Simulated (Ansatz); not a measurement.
# BaTiO3: the cost of one run

Program: Ansatz 0.2.0. Level of theory: DFT PBE+U, scalar-relativistic, plane waves, PAW. These are calculated values, not measurements.

The COD entry's cell or inner coordinates are ideal or old and differ from later refinements, so a difference from it is no clean test against experiment.

1 further run of the same task is left out (set aside as unsound or not needed).

## Step 1: The starting structure

The structure is tetragonal, space group P4mm (No. 99). The conventional cell has a = 4.011 Å, b = 4.011 Å, c = 4.127 Å, α = 90.00°, β = 90.00°, γ = 90.00°. Ba (site symmetry 4mm) has 12 O at 2.81 to 2.94 Å as nearest neighbours. Ti (site symmetry 4mm) is surrounded by 5 O at 1.86 to 2.01 Å. O (site symmetry 4mm) is surrounded by 1 Ti at 1.86 Å. Around O (site symmetry 2mm) lie 2 Ti at 2.01 Å and 4 Ba at 2.81 to 2.94 Å.

As a file:

```cif
data_structure
_symmetry_space_group_name_H-M 'P 1'
_symmetry_Int_Tables_number 1
_cell_length_a 4.0112
_cell_length_b 4.0112
_cell_length_c 4.1268
_cell_angle_alpha 90.000
_cell_angle_beta 90.000
_cell_angle_gamma 90.000
_cell_volume 66.40
loop_
_atom_site_label
_atom_site_type_symbol
_atom_site_fract_x
_atom_site_fract_y
_atom_site_fract_z
_atom_site_occupancy
Ba1 Ba 0.00000 0.00000 0.99551 1
Ti1 Ti 0.50000 0.50000 0.48120 1
O1 O 0.50000 0.50000 0.03153 1
O2 O 0.50000 0.00000 0.51738 1
O3 O 0.00000 0.50000 0.51738 1
```

This cell was relaxed beforehand with the same method: volume 13.28 Å³/atom, gap on the mesh 2.27 eV.

## Step 2: Electronic structure at the relaxed geometry

input.yaml reads:

```yaml
crystal:
  lattice:
    - [4.0112014463, 0.0, 0.0]
    - [0.0, 4.0112014463, 0.0]
    - [0.0, 0.0, 4.1267667867]
  atoms:
    - { symbol: Ba, position: [0.0, 0.0, -0.0044913172] }
    - { symbol: Ti, position: [0.5, 0.5, 0.4811993323] }
    - { symbol: O, position: [0.5, 0.5, 0.0315330395] }
    - { symbol: O, position: [0.5, 0.0, 0.5173794727] }
    - { symbol: O, position: [0.0, 0.5, 0.5173794727] }
basis:
  ecutwfc: 420
kpoints:
  mp_grid: { grid: [8, 8, 8] }
  band_path:
    path:
      - [[0.0, 0.0, 0.0], [0.0, 0.5, 0.0], [0.5, 0.5, 0.0], [0.0, 0.0, 0.0], [0.0, 0.0, 0.5], [0.0, 0.5, 0.5], [0.5, 0.5, 0.5], [0.0, 0.0, 0.5]]
      - [[0.0, 0.5, 0.0], [0.0, 0.5, 0.5]]
      - [[0.5, 0.5, 0.0], [0.5, 0.5, 0.5]]
    npoints: 14
hamiltonian:
  xc: pbe
  hubbard: { sites: [{ species: Ti, l: d, u_eff: 4.0 }] }
scf:
  occupations: { method: gaussian, width: 0.02 }
  n_extra_bands: 12
output:
  forces: true
  stress: true
  eigenvalues: true
  populations: true
  dos: { projected: true, de: 0.02, nscf_kmesh: { grid: [12, 12, 12] } }
  bader: true
  write_density: true
  write_potential: true
  elf: true
  volumetric_format: npy
```

Run with:

```sh
> ansatz run input.yaml --threads 2 --pin off --max-ram 5120MiB --backend cpu --events-out ev --progress --plain --runs-dir out
```

What time and memory should one allow on 2 threads of Intel Xeon Platinum 8375C at 2.90GHz (Ice Lake), shared host?

About 49 s, with a peak of 0.73 GiB.
